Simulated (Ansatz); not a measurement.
# SnB27As26: the cost of one run

Computed with Ansatz 0.2.0 (DFT, PBE, plane-wave PAW, default files, scalar-relativistic, as far as a step names no other, unless a step's input says otherwise).

## (1) The starting structure

The structure is cubic, space group F-43m (No. 216). Conventional cell: a = 14.331 Å, b = 14.331 Å, c = 14.331 Å, α = 90.00°, β = 90.00°, γ = 90.00°. B (site symmetry 3m) has 1 Sn at 2.07 Å and 3 As at 2.07 Å as nearest neighbours. B (site symmetry 2mm) has 4 As at 2.07 Å as nearest neighbours. Around B (site symmetry m) lie 4 As at 2.07 Å. B (site symmetry -43m) is surrounded by 4 As at 2.07 Å. B (site symmetry 3m) is surrounded by 4 As at 2.07 Å. Sn (site symmetry -43m) has 4 B at 2.07 Å as nearest neighbours. As (site symmetry m) is surrounded by 4 B at 2.07 Å. As (site symmetry 3m) has 4 B at 2.07 Å as nearest neighbours. Only part of the 10 independent sites is listed.

As a file:

```
CELL_PARAMETERS angstrom
0.00000 7.16550 7.16550
7.16550 0.00000 7.16550
7.16550 7.16550 0.00000
ATOMIC_POSITIONS crystal
B 0.00000 0.00000 0.00000
B 0.00000 0.00000 0.33333
B 0.00000 0.00000 0.66667
B 0.00000 0.33333 0.00000
B 0.00000 0.33333 0.33333
B 0.00000 0.33333 0.66667
B 0.00000 0.66667 0.00000
B 0.00000 0.66667 0.33333
B 0.00000 0.66667 0.66667
B 0.33333 0.00000 0.00000
B 0.33333 0.00000 0.33333
B 0.33333 0.00000 0.66667
B 0.33333 0.33333 0.00000
B 0.33333 0.33333 0.33333
B 0.33333 0.33333 0.66667
B 0.33333 0.66667 0.00000
B 0.33333 0.66667 0.33333
B 0.33333 0.66667 0.66667
B 0.66667 0.00000 0.00000
B 0.66667 0.00000 0.33333
B 0.66667 0.00000 0.66667
B 0.66667 0.33333 0.00000
B 0.66667 0.33333 0.33333
B 0.66667 0.33333 0.66667
B 0.66667 0.66667 0.00000
B 0.66667 0.66667 0.33333
B 0.66667 0.66667 0.66667
Sn 0.08333 0.08333 0.08333
As 0.08333 0.08333 0.41667
As 0.08333 0.08333 0.75000
As 0.08333 0.41667 0.08333
As 0.08333 0.41667 0.41667
As 0.08333 0.41667 0.75000
As 0.08333 0.75000 0.08333
As 0.08333 0.75000 0.41667
As 0.08333 0.75000 0.75000
As 0.41667 0.08333 0.08333
As 0.41667 0.08333 0.41667
As 0.41667 0.08333 0.75000
As 0.41667 0.41667 0.08333
As 0.41667 0.41667 0.41667
As 0.41667 0.41667 0.75000
As 0.41667 0.75000 0.08333
As 0.41667 0.75000 0.41667
As 0.41667 0.75000 0.75000
As 0.75000 0.08333 0.08333
As 0.75000 0.08333 0.41667
As 0.75000 0.08333 0.75000
As 0.75000 0.41667 0.08333
As 0.75000 0.41667 0.41667
As 0.75000 0.41667 0.75000
As 0.75000 0.75000 0.08333
As 0.75000 0.75000 0.41667
As 0.75000 0.75000 0.75000
```

Atom 28 of the input is the impurity.

## (2) Single point at the given positions

input.yaml reads:

```yaml
crystal:
  lattice:
    - [0.0, 7.1655, 7.1655]
    - [7.1655, 0.0, 7.1655]
    - [7.1655, 7.1655, 0.0]
  atoms:
    - { symbol: B, position: [0.0, 0.0, 0.0] }
    - { symbol: B, position: [0.0, 0.0, 0.3333333333] }
    - { symbol: B, position: [0.0, 0.0, 0.6666666667] }
    - { symbol: B, position: [0.0, 0.3333333333, 0.0] }
    - { symbol: B, position: [0.0, 0.3333333333, 0.3333333333] }
    - { symbol: B, position: [0.0, 0.3333333333, 0.6666666667] }
    - { symbol: B, position: [0.0, 0.6666666667, 0.0] }
    - { symbol: B, position: [0.0, 0.6666666667, 0.3333333333] }
    - { symbol: B, position: [0.0, 0.6666666667, 0.6666666667] }
    - { symbol: B, position: [0.3333333333, 0.0, 0.0] }
    - { symbol: B, position: [0.3333333333, 0.0, 0.3333333333] }
    - { symbol: B, position: [0.3333333333, 0.0, 0.6666666667] }
    - { symbol: B, position: [0.3333333333, 0.3333333333, 0.0] }
    - { symbol: B, position: [0.3333333333, 0.3333333333, 0.3333333333] }
    - { symbol: B, position: [0.3333333333, 0.3333333333, 0.6666666667] }
    - { symbol: B, position: [0.3333333333, 0.6666666667, 0.0] }
    - { symbol: B, position: [0.3333333333, 0.6666666667, 0.3333333333] }
    - { symbol: B, position: [0.3333333333, 0.6666666667, 0.6666666667] }
    - { symbol: B, position: [0.6666666667, 0.0, 0.0] }
    - { symbol: B, position: [0.6666666667, 0.0, 0.3333333333] }
    - { symbol: B, position: [0.6666666667, 0.0, 0.6666666667] }
    - { symbol: B, position: [0.6666666667, 0.3333333333, 0.0] }
    - { symbol: B, position: [0.6666666667, 0.3333333333, 0.3333333333] }
    - { symbol: B, position: [0.6666666667, 0.3333333333, 0.6666666667] }
    - { symbol: B, position: [0.6666666667, 0.6666666667, 0.0] }
    - { symbol: B, position: [0.6666666667, 0.6666666667, 0.3333333333] }
    - { symbol: B, position: [0.6666666667, 0.6666666667, 0.6666666667] }
    - { symbol: Sn, position: [0.0833333333, 0.0833333333, 0.0833333333] }
    - { symbol: As, position: [0.0833333333, 0.0833333333, 0.4166666667] }
    - { symbol: As, position: [0.0833333333, 0.0833333333, 0.75] }
    - { symbol: As, position: [0.0833333333, 0.4166666667, 0.0833333333] }
    - { symbol: As, position: [0.0833333333, 0.4166666667, 0.4166666667] }
    - { symbol: As, position: [0.0833333333, 0.4166666667, 0.75] }
    - { symbol: As, position: [0.0833333333, 0.75, 0.0833333333] }
    - { symbol: As, position: [0.0833333333, 0.75, 0.4166666667] }
    - { symbol: As, position: [0.0833333333, 0.75, 0.75] }
    - { symbol: As, position: [0.4166666667, 0.0833333333, 0.0833333333] }
    - { symbol: As, position: [0.4166666667, 0.0833333333, 0.4166666667] }
    - { symbol: As, position: [0.4166666667, 0.0833333333, 0.75] }
    - { symbol: As, position: [0.4166666667, 0.4166666667, 0.0833333333] }
    - { symbol: As, position: [0.4166666667, 0.4166666667, 0.4166666667] }
    - { symbol: As, position: [0.4166666667, 0.4166666667, 0.75] }
    - { symbol: As, position: [0.4166666667, 0.75, 0.0833333333] }
    - { symbol: As, position: [0.4166666667, 0.75, 0.4166666667] }
    - { symbol: As, position: [0.4166666667, 0.75, 0.75] }
    - { symbol: As, position: [0.75, 0.0833333333, 0.0833333333] }
    - { symbol: As, position: [0.75, 0.0833333333, 0.4166666667] }
    - { symbol: As, position: [0.75, 0.0833333333, 0.75] }
    - { symbol: As, position: [0.75, 0.4166666667, 0.0833333333] }
    - { symbol: As, position: [0.75, 0.4166666667, 0.4166666667] }
    - { symbol: As, position: [0.75, 0.4166666667, 0.75] }
    - { symbol: As, position: [0.75, 0.75, 0.0833333333] }
    - { symbol: As, position: [0.75, 0.75, 0.4166666667] }
    - { symbol: As, position: [0.75, 0.75, 0.75] }
total_charge: -1
kpoints:
  mp_grid: { grid: [2, 2, 2] }
scf:
  occupations: { method: fermi_dirac, width: 0.01 }
hamiltonian:
  xc: pbe
  pseudopotentials: { kind: paw }
output:
  forces: true
  stress: true
  populations: true
  efg:
    quadrupole_moments_barn: { B: 0.04059, Sn: -0.132, As: 0.311 }
    contact_densities: true
  write_density: true
  write_potential: true
  elf: true
  volumetric_format: npy
```

The run is started by

```sh
$ ansatz run input.yaml --threads 4 --pin off --max-ram 8192MiB --backend cpu --events-out ev --progress --plain --runs-dir out
```

Q: Estimate wall time and peak memory on 4 threads of Intel Xeon Platinum 8488C (Sapphire Rapids), shared host.

About 22 s, with a peak of 3.2 GiB.
